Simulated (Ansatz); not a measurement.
# F2H3NSSi: the cost of one run

The runs use Ansatz 0.2.0, Gaussian basis; PBE0-D4, def2-SVP first, then def2-TZVP.

114 further runs of the same task are left out: 114 set aside as unsound or not needed. Runs told in other sessions of the task aren't counted.

## Step 1: Where the work starts

The guess: 8 atoms, charge 0, spin multiplicity 1.

Atoms are counted from 1 here; the program's logs count them from 0.

Bond lengths: Si1–N2 1.825 Å, Si1–S3 2.050 Å, Si1–F5 1.599 Å, Si1–F6 1.599 Å, N2–H7 1.014 Å, N2–H8 1.014 Å. Angles: N2–Si1–S3 88.7°, N2–Si1–F5 106.5°, N2–Si1–F6 106.5°, S3–Si1–F5 126.5°, S3–Si1–F6 126.5°, F5–Si1–F6 98.4°, Si1–N2–H7 117.2°, Si1–N2–H8 117.2°, H7–N2–H8 107.9°.

As a file:

| atom | x (Å) | y (Å) | z (Å) |
| --- | --- | --- | --- |
| Si1 | -0.8168 | 0.1259 | 0.3570 |
| N2 | 0.9042 | -0.1384 | -0.1891 |
| S3 | -1.3798 | 0.2025 | -1.6128 |
| H4 | 0.3164 | -0.0545 | -1.3959 |
| F5 | -0.7831 | 1.3500 | 1.3853 |
| F6 | -1.1471 | -1.0436 | 1.3963 |
| H7 | 1.3298 | -1.0313 | 0.0333 |
| H8 | 1.5764 | 0.5895 | 0.0259 |

Distances that are to change: N2–H4 1.34 Å, Si1–N2 1.82 Å, S3–H4 1.73 Å.

## Step 2: Constrained relaxation of the guess

The input, hold/in.yaml:

```yaml
crystal:
  periodic: [false, false, false]
  atoms:
    - {symbol: Si, position_ang: [-0.816800, 0.125900, 0.357000]}
    - {symbol: N, position_ang: [0.904200, -0.138400, -0.189100]}
    - {symbol: S, position_ang: [-1.379800, 0.202500, -1.612800]}
    - {symbol: H, position_ang: [0.316400, -0.054500, -1.395900]}
    - {symbol: F, position_ang: [-0.783100, 1.350000, 1.385300]}
    - {symbol: F, position_ang: [-1.147100, -1.043600, 1.396300]}
    - {symbol: H, position_ang: [1.329800, -1.031300, 0.033300]}
    - {symbol: H, position_ang: [1.576400, 0.589500, 0.025900]}
basis:
  gaussian: {orbitals: def2-SVP}
hamiltonian: {xc: pbe0, dispersion: d4}
relax: {f_tol: 0.04, max_steps: 150, escape_saddle: false, constraints: [{distance: [1, 3]}, {distance: [0, 1]}, {distance: [2, 3]}]}
```

The run is started by

```console
ansatz run in.yaml --threads 4 --pin off --events-out ev --progress --plain --max-ram 9574MiB
```

**Question.** How long does this run take on 4 threads of Intel Xeon at 2.50GHz, shared host, and how much memory does it need?

About 20 s, with a peak of 0.21 GiB.
